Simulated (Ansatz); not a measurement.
# GeH3OP, SMILES [O]1[PH][GeH2]1: a saddle search for pyramidal inversion

Program: Ansatz's Python interface.

Notebook, run cell by cell (the value of a cell's last expression is shown):

```python
import warnings

import ansatz as az
import numpy as np
```

```python
GEOMETRY = """
O     0.98450   -0.50180    0.70770
P    -0.46360   -1.44550    0.44410
Ge   -0.18590    0.79290    0.00380
H     0.02950   -1.84340   -0.88860
H     0.27930    1.14730   -1.44420
H    -0.60180    1.78650    1.13100
"""
```

```python
warnings.simplefilter("ignore", az.DeckWarning)

geometry = az.Crystal.molecule()
for line in GEOMETRY.strip().splitlines():
    symbol, *xyz = line.split()
    geometry = geometry.atom(symbol, [float(v) for v in xyz])
```

```python
calculation = (
    geometry.calculation()
    .basis(gaussian="def2-SVP")
    .functional("PBE0")
)
symbols = [site.symbol for site in geometry.cartesian_sites]
start = np.array([site.position_ang for site in geometry.cartesian_sites], dtype=float)
summary = calculation.relax(force_tolerance=0.005).run(threads=1, backend="cpu").report
end = np.array(summary["positions_ang"])
```

```python
# start with the apex atom pushed most of the way into the plane of its neighbours
a, b, d = end[[0, 2, 3]]
normal = np.cross(b - a, d - a)
normal /= np.linalg.norm(normal)
flat = end.copy()
flat[1] -= 0.8 * ((end[1] - a) @ normal) * normal
guess = np.zeros_like(flat)
guess[1] = normal
near = az.Crystal.molecule()
for symbol, place in zip(symbols, flat):
    near = near.atom(symbol, place.tolist())
search = (
    near.calculation()
    .basis(gaussian="def2-SVP")
    .functional("PBE0")
    .saddle(mode_guess=guess.tolist(), force_tolerance=0.01, max_steps=40)
)
steps = []
top = search.session().plan().execute(on_event=lambda e: steps.append(e["data"]) if e["event"] == "saddle_step" else None).report
for s in steps:
    print(f"step {s['step']:2d}  E = {s['lagrangian_ev']:.5f} eV  force {s['allowed_force_max_ev_ang']:.4f} eV/A  curvature {s['curvature_ev_ang2']:.3f} eV/A^2")
print(f"minimum {summary['free_energy_ev']:.5f} eV, saddle {top['free_energy_ev']:.5f} eV")
print(f"electronic barrier {23.060548 * (top['free_energy_ev'] - summary['free_energy_ev']):.2f} kcal/mol")
saddle = np.array(top["positions_ang"])
print("final positions (A) and the move of each atom")
for symbol, xyz, old in zip(symbols, saddle, end):
    print(f"{symbol:2s} {xyz[0]:10.5f} {xyz[1]:10.5f} {xyz[2]:10.5f}   {np.linalg.norm(xyz - old):7.4f}")
```

    step  1  E = -67869.69922 eV  force 16.4799 eV/A  curvature -57.034 eV/A^2
    step  2  E = -67872.17871 eV  force 6.4192 eV/A  curvature -63.366 eV/A^2
    step  3  E = -67873.40799 eV  force 3.9581 eV/A  curvature -48.347 eV/A^2
    step  4  E = -67874.20742 eV  force 1.6003 eV/A  curvature -34.979 eV/A^2
    step  5  E = -67874.56077 eV  force 1.2454 eV/A  curvature -24.942 eV/A^2
    step  6  E = -67874.68653 eV  force 1.0519 eV/A  curvature -23.483 eV/A^2
    step  7  E = -67874.81713 eV  force 0.6946 eV/A  curvature -20.238 eV/A^2
    step  8  E = -67874.88831 eV  force 0.7343 eV/A  curvature -18.937 eV/A^2
    step  9  E = -67874.95767 eV  force 0.5860 eV/A  curvature -19.279 eV/A^2
    step 10  E = -67875.01158 eV  force 0.4931 eV/A  curvature -21.621 eV/A^2
    step 11  E = -67875.02405 eV  force 0.5982 eV/A  curvature -23.997 eV/A^2
    step 12  E = -67875.03257 eV  force 0.0710 eV/A  curvature -24.025 eV/A^2
    step 13  E = -67875.03406 eV  force 0.0358 eV/A  curvature -23.446 eV/A^2
    step 14  E = -67875.03468 eV  force 0.0300 eV/A  curvature -23.323 eV/A^2
    step 15  E = -67875.03476 eV  force 0.0337 eV/A  curvature -23.325 eV/A^2
    step 16  E = -67875.03482 eV  force 0.0087 eV/A  curvature -23.343 eV/A^2
    minimum -67877.58034 eV, saddle -67875.03484 eV
    electronic barrier 58.70 kcal/mol
    final positions (A) and the move of each atom
    O     1.09301   -0.43442    0.49833    0.2553
    P    -0.23573   -1.20223   -0.44670    0.9451
    Ge    0.05825    0.92987   -0.02824    0.3168
    H    -0.08485   -2.59360   -0.49847    0.8238
    H     0.58419    1.83865   -1.14459    0.6885
    H    -0.82546    1.60642    1.02547    0.2626

Reading the output:
- Total energies depend on the basis set; only differences at equal settings carry meaning.
- The energies are electronic: no zero-point or thermal terms, and the basis set is short of its limit. No separate frequency run checks the order of the saddle point.
- The whole script took 3.4 min on 1 thread of Arm Neoverse V1, with other jobs on the host, peak memory 0.24 GiB.
